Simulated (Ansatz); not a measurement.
# H2Br (doublet): wave-function methods side by side at distance H1–H2 along a hydrogen transfer = 1.263 Å, 6-31G

Aim: climb from Hartree-Fock through coupled cluster and multireference methods for H2Br (doublet) at one geometry and basis, and see what each rung misses.

Method: 6-31G, core rule «outside noble gas», up to 14 orbitals frozen; program: Ansatz 0.2.0, Gaussian basis.

To be run: UHF; CCSD(T) on ROHF; CCSD(T) on UHF; BCCD(T) on ROHF; CISD; CCSDT(Q) on ROHF; CCSDT(Q) on UHF; CASSCF and MRCISD+Q, 3 electrons in 3 orbitals; CASSCF and NEVPT2, 3 electrons in 3 orbitals; CASSCF and MRCISD+Q, 9 electrons in 6 orbitals; CASSCF and NEVPT4(SD), 9 electrons in 6 orbitals; CASSCF and NEVPT2, 9 electrons in 6 orbitals; Full CI.

8 further runs of the same task are left out: 8 that didn't finish.

### Step 1. What is computed

The geometry derives from fragments relaxed apart (PBE0/def2-TZVP) and kept rigid, so it is no stationary point. A hydrogen atom is moved between rigid fragments. No spin-orbit coupling is included. The filled d shell of Br may be among the frozen orbitals whatever the setting's name suggests; the logs give the count.

3 atoms, charge 0, spin multiplicity 2.

Atoms are counted from 1 here; the program's logs count them from 0.

Bond lengths: H2–Br3 1.616 Å.

### Step 2. UHF

Contents of in.yaml:

```yaml
crystal:
  periodic: [false, false, false]
  atoms:
    - {symbol: H, position_ang: [0.000000, 0.000000, -1.380667]}
    - {symbol: H, position_ang: [0.000000, 0.000000, -0.117667]}
    - {symbol: Br, position_ang: [0.000000, 0.000000, 1.498333]}
basis:
  gaussian: {orbitals: 6-31G}
magnetization: {spin_polarized: true, initial_magnetization: 1}
hamiltonian: {xc: hf}
output: {orbitals: {seedname: orbitals}}
```

Started as:

```sh
$ ansatz run in.yaml --threads 1 --pin off --events-out ev --progress --plain --max-ram 2393MiB
```

After this run come: CCSD(T) on ROHF; CCSD(T) on UHF; BCCD(T) on ROHF; CISD; CCSDT(Q) on ROHF; CCSDT(Q) on UHF; CASSCF and MRCISD+Q, 3 electrons in 3 orbitals; CASSCF and NEVPT2, 3 electrons in 3 orbitals; CASSCF and MRCISD+Q, 9 electrons in 6 orbitals; CASSCF and NEVPT4(SD), 9 electrons in 6 orbitals; CASSCF and NEVPT2, 9 electrons in 6 orbitals; Full CI.

Before running them: what should the planned runs give, taken together? Wanted: FCI below the RHF energy; RMP2 from FCI; UMP2 from FCI; RCCSD from FCI; RCCSD(T) from FCI; UCCSD(T) from FCI; RCCSDT(Q) from FCI; UCCSDT(Q) from FCI; NEVPT2 pair from FCI.

As calculated:

| quantity | value |
| --- | --- |
| FCI below the RHF energy | -1.8684 eV |
| RMP2 from FCI | +10.02 kcal/mol |
| UMP2 from FCI | +9.66 kcal/mol |
| RCCSD from FCI | +0.59 kcal/mol |
| RCCSD(T) from FCI | +0.13 kcal/mol |
| UCCSD(T) from FCI | +0.12 kcal/mol |
| RCCSDT(Q) from FCI | 0.00 kcal/mol |
| UCCSDT(Q) from FCI | 0.00 kcal/mol |
| NEVPT2 pair from FCI | +3.81 kcal/mol |
| MRCISD+Q pair from FCI | +0.35 kcal/mol |
| NEVPT2 valence from FCI | +5.76 kcal/mol |
| levels within 1 kcal/mol (43 meV) | RCCSD, UCCSD, RCCSD(T), UCCSD(T), BCCD(T), RCCSDT, UCCSDT, RCCSDT(Q), UCCSDT(Q), MRCISD pair, MRCISD+Q pair, NEVPT4(SD) valence, MRCISD valence, MRCISD+Q valence |
| T1 diagnostic | 0.030 |
| effectively unpaired electrons | 1.03 |

What this shows: RCCSD(T) lands +0.13 kcal/mol from the yardstick (0.3 % of the correlation energy). One determinant dominates. Of the multireference levels listed MRCISD+Q valence comes nearest in total energy (+0.30 kcal/mol), which doesn't show that its space is the better one. These misses are within one basis, not against nature; the frozen cores of restricted and unrestricted runs differ, which can shift their rows.
